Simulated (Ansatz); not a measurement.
# AlH12N3O15: the cost of one run

Method: DFT, PBE, plane-wave PAW, default files, scalar-relativistic, as far as a step names no other, in Ansatz 0.2.0.

**1. The system as given**

Symmetry: C2/c, No. 15, monoclinic system. The conventional cell has a = 11.619 Å, b = 12.113 Å, c = 8.523 Å, α = 90.00°, β = 95.50°, γ = 90.00°. Al (site symmetry -1) is surrounded by 6 O at 1.87 to 1.89 Å. H (site symmetry 1) is surrounded by 1 O at 0.86 Å. H (site symmetry 1) is surrounded by 1 O at 0.90 Å. H (site symmetry 1) has 1 O at 0.83 Å as nearest neighbours. Around H (site symmetry 1) lie 1 O at 0.85 Å. Around N (site symmetry 2) lie 3 O at 1.24 to 1.27 Å. Only part of the 17 independent sites is listed.

Structure file:

```cif
data_structure
_symmetry_space_group_name_H-M 'P 1'
_symmetry_Int_Tables_number 1
_cell_length_a 8.3923
_cell_length_b 8.3923
_cell_length_c 8.5230
_cell_angle_alpha 93.804
_cell_angle_beta 93.804
_cell_angle_gamma 92.385
_cell_volume 597.01
loop_
_atom_site_label
_atom_site_type_symbol
_atom_site_fract_x
_atom_site_fract_y
_atom_site_fract_z
_atom_site_occupancy
Al1 Al 0.00000 0.50000 0.00000 1
Al2 Al 0.50000 0.00000 0.50000 1
H1 H 0.24700 0.52300 0.18700 1
H2 H 0.47700 0.75300 0.31300 1
H3 H 0.75300 0.47700 0.81300 1
H4 H 0.52300 0.24700 0.68700 1
H5 H 0.93200 0.35400 0.23400 1
H6 H 0.64600 0.06800 0.26600 1
H7 H 0.06800 0.64600 0.76600 1
H8 H 0.35400 0.93200 0.73400 1
H9 H 0.98000 0.77800 0.10900 1
H10 H 0.22200 0.02000 0.39100 1
H11 H 0.02000 0.22200 0.89100 1
H12 H 0.77800 0.98000 0.60900 1
H13 H 0.84600 0.73800 0.01000 1
H14 H 0.26200 0.15400 0.49000 1
H15 H 0.15400 0.26200 0.99000 1
H16 H 0.73800 0.84600 0.51000 1
H17 H 0.87100 0.50900 0.25600 1
H18 H 0.49100 0.12900 0.24400 1
H19 H 0.12900 0.49100 0.74400 1
H20 H 0.50900 0.87100 0.75600 1
H21 H 0.27000 0.61400 0.06100 1
H22 H 0.38600 0.73000 0.43900 1
H23 H 0.73000 0.38600 0.93900 1
H24 H 0.61400 0.27000 0.56100 1
N1 N 0.95950 0.04050 0.25000 1
N2 N 0.04050 0.95950 0.75000 1
N3 N 0.74060 0.53780 0.51250 1
N4 N 0.46220 0.25940 0.98750 1
N5 N 0.25940 0.46220 0.48750 1
N6 N 0.53780 0.74060 0.01250 1
O1 O 0.93864 0.71136 0.02880 1
O2 O 0.28864 0.06136 0.47120 1
O3 O 0.06136 0.28864 0.97120 1
O4 O 0.71136 0.93864 0.52880 1
O5 O 0.76441 0.39323 0.48160 1
O6 O 0.60677 0.23559 0.01840 1
O7 O 0.23559 0.60677 0.51840 1
O8 O 0.39323 0.76441 0.98160 1
O9 O 0.19869 0.56175 0.10750 1
O10 O 0.43825 0.80131 0.39250 1
O11 O 0.80131 0.43825 0.89250 1
O12 O 0.56175 0.19869 0.60750 1
O13 O 0.58168 0.67740 0.13590 1
O14 O 0.32260 0.41832 0.36410 1
O15 O 0.41832 0.32260 0.86410 1
O16 O 0.67740 0.58168 0.63590 1
O17 O 0.99045 0.17065 0.32660 1
O18 O 0.82935 0.00955 0.17340 1
O19 O 0.00955 0.82935 0.67340 1
O20 O 0.17065 0.99045 0.82660 1
O21 O 0.91902 0.44914 0.19280 1
O22 O 0.55086 0.08098 0.30720 1
O23 O 0.08098 0.55086 0.80720 1
O24 O 0.44914 0.91902 0.69280 1
O25 O 0.78334 0.63828 0.41930 1
O26 O 0.36172 0.21666 0.08070 1
O27 O 0.21666 0.36172 0.58070 1
O28 O 0.63828 0.78334 0.91930 1
O29 O 0.06410 0.93590 0.25000 1
O30 O 0.93590 0.06410 0.75000 1
```

**2. First run, atoms as given**

input.yaml

```yaml
crystal:
  lattice:
    - [5.8095, -6.0565, 0.0]
    - [5.8095, 6.0565, 0.0]
    - [-0.8168933487, 0.0, 8.4837617987]
  atoms:
    - { symbol: Al, position: [0.0, 0.5, 0.0] }
    - { symbol: Al, position: [0.5, 0.0, 0.5] }
    - { symbol: H, position: [0.247, 0.523, 0.187] }
    - { symbol: H, position: [0.477, 0.753, 0.313] }
    - { symbol: H, position: [0.753, 0.477, 0.813] }
    - { symbol: H, position: [0.523, 0.247, 0.687] }
    - { symbol: H, position: [0.932, 0.354, 0.234] }
    - { symbol: H, position: [0.646, 0.068, 0.266] }
    - { symbol: H, position: [0.068, 0.646, 0.766] }
    - { symbol: H, position: [0.354, 0.932, 0.734] }
    - { symbol: H, position: [0.98, 0.778, 0.109] }
    - { symbol: H, position: [0.222, 0.02, 0.391] }
    - { symbol: H, position: [0.02, 0.222, 0.891] }
    - { symbol: H, position: [0.778, 0.98, 0.609] }
    - { symbol: H, position: [0.846, 0.738, 0.01] }
    - { symbol: H, position: [0.262, 0.154, 0.49] }
    - { symbol: H, position: [0.154, 0.262, 0.99] }
    - { symbol: H, position: [0.738, 0.846, 0.51] }
    - { symbol: H, position: [0.871, 0.509, 0.256] }
    - { symbol: H, position: [0.491, 0.129, 0.244] }
    - { symbol: H, position: [0.129, 0.491, 0.744] }
    - { symbol: H, position: [0.509, 0.871, 0.756] }
    - { symbol: H, position: [0.27, 0.614, 0.061] }
    - { symbol: H, position: [0.386, 0.73, 0.439] }
    - { symbol: H, position: [0.73, 0.386, 0.939] }
    - { symbol: H, position: [0.614, 0.27, 0.561] }
    - { symbol: "N", position: [0.9595, 0.0405, 0.25] }
    - { symbol: "N", position: [0.0405, 0.9595, 0.75] }
    - { symbol: "N", position: [0.7406, 0.5378, 0.5125] }
    - { symbol: "N", position: [0.4622, 0.2594, 0.9875] }
    - { symbol: "N", position: [0.2594, 0.4622, 0.4875] }
    - { symbol: "N", position: [0.5378, 0.7406, 0.0125] }
    - { symbol: O, position: [0.93864, 0.71136, 0.0288] }
    - { symbol: O, position: [0.28864, 0.06136, 0.4712] }
    - { symbol: O, position: [0.06136, 0.28864, 0.9712] }
    - { symbol: O, position: [0.71136, 0.93864, 0.5288] }
    - { symbol: O, position: [0.76441, 0.39323, 0.4816] }
    - { symbol: O, position: [0.60677, 0.23559, 0.0184] }
    - { symbol: O, position: [0.23559, 0.60677, 0.5184] }
    - { symbol: O, position: [0.39323, 0.76441, 0.9816] }
    - { symbol: O, position: [0.19869, 0.56175, 0.1075] }
    - { symbol: O, position: [0.43825, 0.80131, 0.3925] }
    - { symbol: O, position: [0.80131, 0.43825, 0.8925] }
    - { symbol: O, position: [0.56175, 0.19869, 0.6075] }
    - { symbol: O, position: [0.58168, 0.6774, 0.1359] }
    - { symbol: O, position: [0.3226, 0.41832, 0.3641] }
    - { symbol: O, position: [0.41832, 0.3226, 0.8641] }
    - { symbol: O, position: [0.6774, 0.58168, 0.6359] }
    - { symbol: O, position: [0.99045, 0.17065, 0.3266] }
    - { symbol: O, position: [0.82935, 0.00955, 0.1734] }
    - { symbol: O, position: [0.00955, 0.82935, 0.6734] }
    - { symbol: O, position: [0.17065, 0.99045, 0.8266] }
    - { symbol: O, position: [0.91902, 0.44914, 0.1928] }
    - { symbol: O, position: [0.55086, 0.08098, 0.3072] }
    - { symbol: O, position: [0.08098, 0.55086, 0.8072] }
    - { symbol: O, position: [0.44914, 0.91902, 0.6928] }
    - { symbol: O, position: [0.78334, 0.63828, 0.4193] }
    - { symbol: O, position: [0.36172, 0.21666, 0.0807] }
    - { symbol: O, position: [0.21666, 0.36172, 0.5807] }
    - { symbol: O, position: [0.63828, 0.78334, 0.9193] }
    - { symbol: O, position: [0.0641, 0.9359, 0.25] }
    - { symbol: O, position: [0.9359, 0.0641, 0.75] }
kpoints:
  mp_grid: { grid: [3, 3, 3] }
scf:
  occupations: { method: fermi_dirac, width: 0.02 }
hamiltonian:
  xc: pbe
  pseudopotentials: { kind: paw }
output:
  forces: true
  stress: true
  populations: true
  efg:
    quadrupole_moments_barn: { Al: 0.1466, H: 0.00285783, "N": 0.02044, O: -0.02558 }
    contact_densities: true
```

On the command line:

```
$ ansatz run input.yaml --threads 1 --pin off --max-ram 3072MiB --backend cpu --events-out ev --progress --plain --runs-dir out
```

**Question.** How long does this run take on 1 thread of Arm Neoverse V2, shared host, and how much memory does it need?

About 2.6 min, with a peak of 1.4 GiB.
